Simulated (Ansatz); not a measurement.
# CH5AlClN: the cost of one run

Method: RKS PBE/def2-SVP, in Ansatz 0.2.0.

**1. The system as given**

Bond lengths: C1–Al2 1.948 Å, Al2–N3 1.887 Å, Al2–Cl4 2.175 Å, C1–H5 1.117 Å, C1–H6 1.113 Å, C1–H7 1.146 Å, N3–H8 1.027 Å, N3–H9 1.085 Å. Angles: C1–Al2–N3 119.4°, C1–Al2–Cl4 120.8°, N3–Al2–Cl4 119.8°, Al2–C1–H5 112.4°, Al2–C1–H6 113.5°, Al2–C1–H7 109.8°, H5–C1–H6 110.6°, H5–C1–H7 105.4°, H6–C1–H7 104.7°, Al2–N3–H8 108.8°, Al2–N3–H9 108.6°, H8–N3–H9 103.4°.

Coordinates:

```xyz
9

C    -0.2065    1.3644   -0.5903
Al   -0.2672   -0.5390   -0.1817
N     0.4139   -1.1542    1.4670
Cl   -1.0124   -1.9678   -1.6427
H     0.3418    1.5777   -1.5395
H     0.1961    1.9839    0.2420
H    -1.2694    1.7589   -0.7585
H     0.4277   -2.1814    1.4573
H     1.4645   -0.8887    1.5293
```

**2. End point A**

input.yaml

```yaml
crystal:
  periodic: [false, false, false]
  atoms:
    - { symbol: C, position_ang: [-0.2065, 1.3644, -0.5903] }
    - { symbol: Al, position_ang: [-0.2672, -0.539, -0.1817] }
    - { symbol: "N", position_ang: [0.4139, -1.1542, 1.467] }
    - { symbol: Cl, position_ang: [-1.0124, -1.9678, -1.6427] }
    - { symbol: H, position_ang: [0.3418, 1.5777, -1.5395] }
    - { symbol: H, position_ang: [0.1961, 1.9839, 0.242] }
    - { symbol: H, position_ang: [-1.2694, 1.7589, -0.7585] }
    - { symbol: H, position_ang: [0.4277, -2.1814, 1.4573] }
    - { symbol: H, position_ang: [1.4645, -0.8887, 1.5293] }
basis:
  gaussian: { orbitals: def2-SVP }
hamiltonian:
  xc: pbe
relax:
  f_tol: 0.015
  max_steps: 40
```

On the command line:

```console
> ansatz run input.yaml --threads 1 --pin off --max-ram 2048MiB --backend cpu --events-out ev --progress --plain --runs-dir out
```

**Question.** How long does this run take on 1 thread of Arm Neoverse V1, shared host, and how much memory does it need?

About 24 s, with a peak of 0.14 GiB.
